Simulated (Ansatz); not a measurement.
# C₂H₉InSi: basis-set convergence

One table from this session's results is given with a row withheld; the runs are named, their logs left out.

Program: Ansatz 0.2.0, Gaussian basis. Level of theory: one geometry, several basis sets. These are calculated values, not measurements.

The runs, in order: PBE0-D4/def2-SVP; ωB97M-V/def2-SVP; PBE0-D4/def2-QZVPP; ωB97M-V/def2-QZVPP; the functionals' def2-TZVPP values are taken from earlier runs.

## Structure used throughout

The geometry comes from an earlier relaxation with PBE0-D4 in a triple-zeta def2 set; it is a stationary point, not always the lowest conformer. In takes the def2 core potential; no spin-orbit term is included.

13 atoms, charge 0, spin multiplicity 1.

Atoms are counted from 1 here; the program's logs count them from 0.

Bond lengths: C1–C2 1.531 Å, C1–H5 1.094 Å, C1–H6 1.094 Å, C1–H7 1.096 Å, C2–Si3 1.864 Å, C2–In4 2.176 Å, C2–H8 1.097 Å, Si3–H9 1.492 Å, Si3–H10 1.490 Å, Si3–H11 1.493 Å, In4–H12 1.726 Å, In4–H13 1.730 Å. Angles: C2–C1–H5 112.5°, C2–C1–H6 111.5°, C2–C1–H7 111.7°, H5–C1–H6 106.8°, H5–C1–H7 107.0°, H6–C1–H7 107.0°, C1–C2–Si3 112.5°, C1–C2–In4 112.8°, C1–C2–H8 110.9°, Si3–C2–In4 108.9°, Si3–C2–H8 106.3°, In4–C2–H8 104.9°, C2–Si3–H9 112.2°, C2–Si3–H10 110.8°, C2–Si3–H11 110.4°, H9–Si3–H10 108.6°, H9–Si3–H11 107.1°, H10–Si3–H11 107.6° and more.

The first run:

Input file in.yaml:

```yaml
crystal:
  periodic: [false, false, false]
  atoms:
    - {symbol: C, position_ang: [-1.407853, 0.162752, 0.712344]}
    - {symbol: C, position_ang: [-0.323271, -0.279131, -0.273852]}
    - {symbol: Si, position_ang: [1.118720, -1.102097, 0.573938]}
    - {symbol: In, position_ang: [0.418849, 1.356596, -1.501253]}
    - {symbol: H, position_ang: [-2.270039, 0.612733, 0.212223]}
    - {symbol: H, position_ang: [-1.029158, 0.906623, 1.419247]}
    - {symbol: H, position_ang: [-1.784627, -0.678819, 1.305197]}
    - {symbol: H, position_ang: [-0.719325, -1.011832, -0.988167]}
    - {symbol: H, position_ang: [0.685189, -2.216172, 1.467391]}
    - {symbol: H, position_ang: [2.081158, -1.643568, -0.426453]}
    - {symbol: H, position_ang: [1.855070, -0.118596, 1.422658]}
    - {symbol: H, position_ang: [1.288775, 1.044819, -2.959456]}
    - {symbol: H, position_ang: [0.086512, 2.966695, -0.963827]}
basis:
  gaussian: {orbitals: def2-SVP}
hamiltonian: {xc: pbe0, dispersion: d4}
output: {orbitals: {seedname: orbitals}}
```

The run is started by

```sh
$ ansatz run in.yaml --threads 4 --pin off --events-out ev --progress --plain --max-ram 10444MiB
```

Among the steps run: PBE0-D4 in def2-SVP; ωB97M-V in def2-SVP; PBE0-D4 in def2-QZVPP; ωB97M-V in def2-QZVPP.

One of the session's tables, all rows but one given; the rest of the session is left out.

It belongs to the step «Density functionals: the series». 

```
functional       basis  HOMO (eV)  LUMO (eV)
   PBE0-D4    def2-SVP      -7.14      -1.72
   PBE0-D4  def2-TZVPP      -7.14      -1.76
   PBE0-D4  def2-QZVPP      -7.15      -1.76
   ωB97M-V    def2-SVP      -9.22      -0.16
   ωB97M-V  def2-TZVPP      -9.25      -0.30
   ωB97M-V  def2-QZVPP          ?          ?
```

**Question.** Estimate the row for ωB97M-V, def2-QZVPP.

The run gave: HOMO (eV): -9.26; LUMO (eV): -0.33. In the column «HOMO (eV)» it is the lowest.
